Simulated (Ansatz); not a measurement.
This script makes vertical spin-state energies of ClFH₂InN, SMILES [NH2][In]([F])[Cl] with Ansatz 0.2.0, Python API.

Contents of `clfh2inn.xyz`:
```text
6

N    -0.24900    0.92740   -0.63200
In    0.05950   -0.95570    0.09940
F    -0.41720   -1.46640   -1.44980
Cl    0.89390   -0.98210    2.13730
H    -0.91100    1.13410    0.16520
H     0.66600    1.27870   -0.36620
```

`clfh2inn.py`:
```python
"""Gap between spin states of ClFH2InN at one geometry."""

import ansatz as az

geometry = az.Crystal.molecule_from_extxyz("clfh2inn.xyz")

calc = geometry.calculation().basis(gaussian="def2-SVP").functional("HF")
found = {}
for unpaired in [0, 2]:
    data = calc.spin("collinear", total=unpaired).run(threads=1).report
    s = unpaired / 2
    found[unpaired] = data["free_energy_ev"]
    print(f"2S+1 = {unpaired + 1}: E = {found[unpaired]:.5f} eV, <S^2> = {abs(data['mean_field']['state']['spin_squared']):.3f} (pure state {s * (s + 1):.2f})")
lowest = min(found, key=found.get)
for unpaired, e in found.items():
    print(f"multiplicity {unpaired + 1}: {(e - found[lowest]):.3f} eV above the lowest")
```

Which spin state is lowest at this geometry, and how far above lie the others?

In order: multiplicity 1 (+0.00 eV) and multiplicity 3 (+3.14 eV), all at the one geometry.

What the script printed:

`python clfh2inn.py` gives:
```text
2S+1 = 1: E = -21863.07855 eV, <S^2> = 0.000 (pure state 0.00)
2S+1 = 3: E = -21859.93424 eV, <S^2> = 2.019 (pure state 2.00)
multiplicity 1: 0.000 eV above the lowest
multiplicity 3: 3.144 eV above the lowest
```

Caveats:
- Total energies depend on the basis set; only differences at equal settings carry meaning.
- The geometry is a force-field or estimated start, not a minimum of this method, and the basis set is short of its limit. All parts are taken at fixed geometry, without zero-point energy.
- def2 sets replace the cores of elements past krypton by effective core potentials.
- Hartree-Fock leaves correlation out, so it favours high-spin states too much.
- Spin-orbit coupling, which mixes and shifts the spin states of heavy atoms, is left out.
- Run time: 8.3 s on 1 thread of Arm Neoverse V2, on a shared host, peak memory 0.3 GiB.

(Lines on the test bed's own set-up are left out of the output.)
